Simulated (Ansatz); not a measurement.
# Te2Mo (2H sheet): the cost of one run

Computed with Ansatz 0.2.0 (DFT PBE, scalar-relativistic, plane waves, PAW, unless a step's input says otherwise).

1 further run of the same task is left out (set aside as unsound or not needed).

## Step 1: The system as given

The structure is hexagonal, space group P-6m2 (No. 187). Conventional cell: a = 3.555 Å, b = 3.555 Å, c = 30.833 Å, α = 90.00°, β = 90.00°, γ = 120.00°. Mo (site symmetry -6m2) has 6 Te at 2.74 Å as nearest neighbours. Te (site symmetry 3m) is surrounded by 3 Mo at 2.74 Å.

As a file:

```
Mo Te
1.0
     3.55510    0.00000    0.00000
    -1.77755    3.07880    0.00000
     0.00000    0.00000   30.83293
Mo Te
1 2
Direct
  0.33333 0.66667 0.29190
  0.66667 0.33333 0.35053
  0.66667 0.33333 0.23326
```

This sheet was relaxed beforehand with the same method; its gap on the mesh is 1.08 eV.

## Step 2: Building the armchair ribbon, N = 7

The ribbon is cut from the relaxed sheet, periodic along c; N counts formula units a period. The edge energy is the mean of both edges over the sheet, -6305.5765 eV an atom.

The cell holds 7 Mo, 14 Te: a = 19.700 Å, b = 12.900 Å, c = 6.158 Å, α = 90.00°, β = 90.00°, γ = 90.00°.

## Step 3: Relaxing it

Pressure and volume refer to the whole cell with its vacuum; only the period along c may change.

Input file input.yaml:

```yaml
crystal:
  lattice:
    - [19.7, 0.0, 0.0]
    - [0.0, 12.9, 0.0]
    - [0.0, 0.0, 6.1576079928]
  atoms:
    - { symbol: Mo, position: [0.680461758, 0.5, 0.3333333333] }
    - { symbol: Mo, position: [0.770692637, 0.5, 0.8333333333] }
    - { symbol: Mo, position: [0.5, 0.5, 0.3333333333] }
    - { symbol: Mo, position: [0.590230879, 0.5, 0.8333333333] }
    - { symbol: Mo, position: [0.319538242, 0.5, 0.3333333333] }
    - { symbol: Mo, position: [0.409769121, 0.5, 0.8333333333] }
    - { symbol: Mo, position: [0.229307363, 0.5, 0.8333333333] }
    - { symbol: Te, position: [0.770692637, 0.6401452326, 0.1666666667] }
    - { symbol: Te, position: [0.590230879, 0.6401452326, 0.1666666667] }
    - { symbol: Te, position: [0.680461758, 0.6401452326, 0.6666666667] }
    - { symbol: Te, position: [0.409769121, 0.6401452326, 0.1666666667] }
    - { symbol: Te, position: [0.5, 0.6401452326, 0.6666666667] }
    - { symbol: Te, position: [0.229307363, 0.6401452326, 0.1666666667] }
    - { symbol: Te, position: [0.319538242, 0.6401452326, 0.6666666667] }
    - { symbol: Te, position: [0.770692637, 0.3598547674, 0.1666666667] }
    - { symbol: Te, position: [0.590230879, 0.3598547674, 0.1666666667] }
    - { symbol: Te, position: [0.680461758, 0.3598547674, 0.6666666667] }
    - { symbol: Te, position: [0.409769121, 0.3598547674, 0.1666666667] }
    - { symbol: Te, position: [0.5, 0.3598547674, 0.6666666667] }
    - { symbol: Te, position: [0.229307363, 0.3598547674, 0.1666666667] }
    - { symbol: Te, position: [0.319538242, 0.3598547674, 0.6666666667] }
basis:
  ecutwfc: 420
kpoints:
  mp_grid: { grid: [1, 1, 6] }
hamiltonian:
  xc: pbe
scf:
  occupations: { method: gaussian, width: 0.05 }
output:
  forces: true
  stress: true
  eigenvalues: true
  populations: true
  write_density: true
  write_potential: true
  elf: true
  volumetric_format: npy
relax:
  adjacent_minimum: "off"
  f_tol: 0.02
  max_steps: 45
  cell: { fix: [a, b, alpha, beta, gamma], stress_tol: 0.03 }
```

Started as:

```sh
> ansatz run input.yaml --threads 4 --pin off --max-ram 11264MiB --backend cpu --events-out ev --progress --plain --runs-dir out
```

Q: Estimate wall time and peak memory on 4 threads of Intel Xeon Platinum 8259CL at 2.50GHz (Skylake/Cascade Lake), shared host.

About 19 min, with a peak of 4.4 GiB.
